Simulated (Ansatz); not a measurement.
# Ga3Se: the cost of one run

Computed with Ansatz 0.2.0 (DFT PBE, scalar-relativistic, plane waves, PAW, unless a step's input says otherwise).

2 further runs of the same task are left out: 1 that didn't finish, 1 set aside as unsound or not needed.

## Step 1: The system as given

It takes space group P4/mmm (No. 123, tetragonal). The conventional cell has a = 3.909 Å, b = 3.909 Å, c = 5.631 Å, α = 90.00°, β = 90.00°, γ = 90.00°. Around Ga (site symmetry mmm) lie 4 Ga at 2.76 Å. Ga (site symmetry 4/mmm) is surrounded by 4 Se at 2.76 Å. Se (site symmetry 4/mmm) has 4 Ga at 2.76 Å as nearest neighbours.

Coordinates:

```
CELL_PARAMETERS angstrom
3.90851 0.00000 0.00000
0.00000 3.90851 0.00000
0.00000 0.00000 5.63062
ATOMIC_POSITIONS crystal
Ga 0.00000 0.50000 0.50000
Ga 0.50000 0.00000 0.50000
Ga 0.50000 0.50000 0.00000
Se 0.00000 0.00000 0.00000
```

Recipe of the guess: random cell by space group and Wyckoff sites (P4/mmm, No. 123). The dimensions are guesses.

## Step 2: The guess as it stands, on a coarse mesh

input.yaml

```yaml
crystal:
  lattice:
    - [3.90851408, 0.0, 0.0]
    - [0.0, 3.90851408, 0.0]
    - [0.0, 0.0, 5.63062428]
  atoms:
    - { symbol: Ga, position: [0.0, 0.5, 0.5] }
    - { symbol: Ga, position: [0.5, 0.0, 0.5] }
    - { symbol: Ga, position: [0.5, 0.5, 0.0] }
    - { symbol: Se, position: [0.0, 0.0, 0.0] }
basis:
  ecutwfc: 420
kpoints:
  mp_grid: { grid: [4, 4, 4] }
hamiltonian:
  xc: pbe
scf:
  occupations: { method: gaussian, width: 0.1 }
  lower_state_search: "off"
output:
  forces: true
  stress: true
  eigenvalues: true
```

The run is started by

```sh
$ ansatz run input.yaml --threads 1 --pin off --max-ram 2560MiB --backend cpu --events-out ev --progress --plain --runs-dir out
```

**Question.** How long does this run take on 1 thread of Intel Xeon 6975P-C (Granite Rapids), shared host, and how much memory does it need?

About 1.6 s, with a peak of 0.42 GiB.
